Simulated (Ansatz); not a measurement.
# Cl₂H₂Se₂Zr: one species, many methods

The task here is to estimate one member of a computed series from the others.

Computed with Ansatz 0.2.0, Gaussian basis. Level: functionals in def2-TZVPP, the program's frozen cores in correlated methods.

Levels to be run: LDA (SPW92), PBE-D4, revPBE-D4, BLYP-D4, r2SCAN-D4, B97M-V, PBE0-D4, B3LYP-D4, r2SCANh-D4, r2SCAN0-D4, HSE06-D4, BHLYP-D4, CAM-B3LYP-D4, LC-ωPBE, ωB97X-V, ωB97M-V, B2PLYP, PBE-QIDH; CCSD(T)/def2-SVP; MP2/def2-TZVPP; MP2/def2-QZVPP; RPA on PBE.

**Structure used throughout**

An earlier PBE0-D4 in a triple-zeta def2 set relaxation fixed the geometry. Zr takes the def2 core potential; no spin-orbit term is included.

SMILES `[Cl][Zr]([Cl])([SeH])[SeH]`, 7 atoms, charge 0, spin multiplicity 1.

Atoms are counted from 1 here; the program's logs count them from 0.

Bond lengths: Cl1–Zr2 2.320 Å, Zr2–Cl3 2.320 Å, Zr2–Se4 2.553 Å, Zr2–Se5 2.553 Å, Se4–H6 1.476 Å, Se5–H7 1.476 Å. Angles: Cl1–Zr2–Cl3 114.5°, Cl1–Zr2–Se4 112.1°, Cl1–Zr2–Se5 104.9°, Cl3–Zr2–Se4 104.9°, Cl3–Zr2–Se5 112.1°, Se4–Zr2–Se5 108.2°, Zr2–Se4–H6 86.6°, Zr2–Se5–H7 86.6°.

The first run:

in.yaml reads:

```yaml
crystal:
  periodic: [false, false, false]
  atoms:
    - {symbol: Cl, position_ang: [-1.255070, -2.351559, -0.687091]}
    - {symbol: Zr, position_ang: [0.174976, -0.665794, 0.015832]}
    - {symbol: Cl, position_ang: [2.236190, -1.407260, 0.779099]}
    - {symbol: Se, position_ang: [-0.800148, 0.676165, 1.956105]}
    - {symbol: Se, position_ang: [0.398036, 0.889153, -1.996543]}
    - {symbol: H, position_ang: [-1.885140, 1.057051, 1.031384]}
    - {symbol: H, position_ang: [1.131166, 1.802254, -1.098776]}
basis:
  gaussian: {orbitals: def2-TZVPP}
hamiltonian: {xc: lda}
output: {orbitals: {seedname: orbitals}}
```

The run is started by

```bash
ansatz run in.yaml --threads 4 --pin off --events-out ev --progress --plain --max-ram 11315MiB
```

Steps of the session up to this table: LDA; PBE-D4 (GGA); revPBE-D4 (GGA); BLYP-D4 (GGA); r2SCAN-D4 (meta-GGA); B97M-V (meta-GGA); PBE0-D4 (hybrid); B3LYP-D4 (hybrid); r2SCANh-D4 (hybrid); r2SCAN0-D4 (hybrid); HSE06-D4 (hybrid); BHLYP-D4 (hybrid); CAM-B3LYP-D4 (range-separated); LC-ωPBE (range-separated); ωB97X-V (range-separated); ωB97M-V (range-separated); B2PLYP (double hybrid); PBE-QIDH (double hybrid).

One table of the session follows, with a row left open; its other results are not shown here.

It belongs to the step «Orbital energies across the functionals». 

```
  functional  HOMO (eV)  LUMO (eV)  gap (eV)
 LDA (SPW92)      -6.54      -3.78      2.76
      PBE-D4      -6.38      -3.56      2.82
   revPBE-D4      -6.32      -3.48      2.84
     BLYP-D4      -6.19      -3.40      2.80
   r2SCAN-D4      -6.68      -3.44      3.24
      B97M-V      -6.69      -3.37      3.32
     PBE0-D4      -7.47      -2.77      4.71
    B3LYP-D4      -7.23      -2.94      4.29
  r2SCANh-D4      -7.07      -3.14      3.94
  r2SCAN0-D4      -7.67      -2.68      4.99
    HSE06-D4      -7.09      -3.14      3.94
    BHLYP-D4      -8.40      -1.77      6.63
CAM-B3LYP-D4      -8.68      -1.67      7.01
     LC-ωPBE     -10.01      -0.61      9.40
     ωB97X-V          ?          ?         ?
     ωB97M-V      -9.52      -0.72      8.80
```

Q: Estimate the row for ωB97X-V from the others.

The run gave: HOMO (eV): -9.67; LUMO (eV): -0.66; gap (eV): 9.01. In the column «HOMO (eV)» it lies between LC-ωPBE (-10.01) and ωB97M-V (-9.52).
